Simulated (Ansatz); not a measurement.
# YSn3: the cost of one run

Computed with Ansatz 0.2.0 (DFT PBEsol, scalar-relativistic, unless a step's input says otherwise).

## Step 1: Starting point

The structure is cubic, space group Pm-3m (No. 221). The conventional cell has a = 4.666 Å, b = 4.666 Å, c = 4.666 Å, α = 90.00°, β = 90.00°, γ = 90.00°. Y (site symmetry m-3m) has 12 Sn at 3.30 Å in its first shell of neighbours. Sn (site symmetry 4/mmm) has 4 Y at 3.30 Å and 8 Sn at 3.30 Å in its first shell of neighbours.

As a file:

```
CELL_PARAMETERS angstrom
4.66600 0.00000 0.00000
0.00000 4.66600 0.00000
0.00000 0.00000 4.66600
ATOMIC_POSITIONS crystal
Y 0.00000 0.00000 0.00000
Sn 0.00000 0.50000 0.50000
Sn 0.50000 0.00000 0.50000
Sn 0.50000 0.50000 0.00000
```

Atoms are numbered in the order of the input: Y1, Sn2, Sn3, Sn4.

## Step 2: The deformed structure

Space group Pm-3m before, P4/mmm after.

## Step 3: LAPW, all electrons

input.yaml

```yaml
crystal:
  lattice:
    - [4.57268, 0.0, 0.0]
    - [0.0, 4.57268, 0.0]
    - [0.0, 0.0, 4.666]
  atoms:
    - { symbol: "Y", position: [0.0, 0.0, 0.0] }
    - { symbol: Sn, position: [0.0, 0.5, 0.5] }
    - { symbol: Sn, position: [0.5, 0.0, 0.5] }
    - { symbol: Sn, position: [0.5, 0.5, 0.0] }
kpoints:
  mp_grid: { grid: [8, 8, 8] }
  band_path:
    path:
      - [0.0, 0.0, 0.0]
      - [0.0, 0.5, 0.0]
      - [0.5, 0.5, 0.0]
      - [0.0, 0.0, 0.0]
      - [0.0, 0.0, 0.5]
      - [0.0, 0.5, 0.5]
      - [0.5, 0.5, 0.5]
      - [0.0, 0.0, 0.5]
      - [0.0, 0.5, 0.0]
    npoints: 5
scf:
  occupations: { method: fermi_dirac, width: 0.05 }
hamiltonian:
  xc: pbesol
  pseudopotentials: { kind: all_electron, lapw: { basis_error: 0.001 } }
output:
  forces: true
  stress: true
  eigenvalues: true
```

Command:

```bash
ansatz run input.yaml --threads 1 --pin off --max-ram 4096MiB --backend cpu --events-out ev --progress --plain --runs-dir out
```

**Question.** How long does this run take on 1 thread of Arm Neoverse V1, shared host, and how much memory does it need?

About 1.7 min, with a peak of 0.71 GiB.
